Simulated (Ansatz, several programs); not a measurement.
Energy against volume for La₂LuAs₃ as one 6-atom ordering (I4/mmm) on the rocksalt lattice, at fixed shape and fractional coordinates, computed by several methods (PBE and r2SCAN, where shown, with plane waves in Ansatz); the cell shown is that of r2SCAN. With free coordinates or axes held, a curve is too stiff, and on another method's shape its minimum isn't the method's own volume. Space group I4/mmm (No. 139), tetragonal; a = 4.287 Å, c = 18.062 Å in the conventional setting, 27.66 Å³ an atom. La has 6 As at 2.98–3.15 Å; As has 1 Lu at 2.90 Å and 5 La at 3.03–3.15 Å; As has 2 La at 2.98 Å and 4 Lu at 3.03 Å; Lu has 6 As at 2.90–3.03 Å. The calculation is spin-unpolarised, and the structure need not be a phase that has been made. Energies count from each curve's lowest point; fits are third-order Birch-Murnaghan.

```cif
data_structure
_symmetry_space_group_name_H-M 'P 1'
_symmetry_Int_Tables_number 1
_cell_length_a 9.5260
_cell_length_b 9.5260
_cell_length_c 9.5260
_cell_angle_alpha 153.995
_cell_angle_beta 153.995
_cell_angle_gamma 37.107
_cell_volume 165.94
loop_
_atom_site_label
_atom_site_type_symbol
_atom_site_fract_x
_atom_site_fract_y
_atom_site_fract_z
_atom_site_occupancy
La1 La 0.83528 0.83528 0.00000 1
As1 As 0.66064 0.66064 0.00000 1
La2 La 0.16472 0.16472 0.00000 1
As2 As 0.00000 0.00000 0.00000 1
Lu1 Lu 0.50000 0.50000 0.00000 1
As3 As 0.33936 0.33936 0.00000 1
```

light PBE (260 eV, its own mesh), on the shape of the cell shown:
```
V (Å³/atom)  E (meV/atom)
     25.444         50.56
     26.551          8.53
     27.657          0.00
     28.763         11.94
     29.869         33.84
     30.976         71.50
```
The points scatter about a smooth fit, as a low cutoff and a light mesh can make them, so no fit is quoted.

Q: PBE, on the shape of its own relaxed cell, gives

| V (Å³/atom) | E (meV/atom) |
| --- | --- |
| 26.018 | 23.36 |
| 26.848 | 5.51 |
| 27.678 | 0.00 |
| 28.509 | 5.09 |
| 29.339 | 19.31 |

What equilibrium volume and bulk modulus follow?

A: V₀ = 27.67 Å³ an atom and B₀ = 68 GPa.

Q: r2SCAN, on the shape of its own relaxed cell, gives
```tsv
V (Å³/atom)	E (meV/atom)
25.997	25.26
26.827	6.00
27.657	0.00
28.486	5.40
29.316	20.59
```
What equilibrium volume and bulk modulus follow?

A: V₀ = 27.66 Å³ an atom and B₀ = 73 GPa.
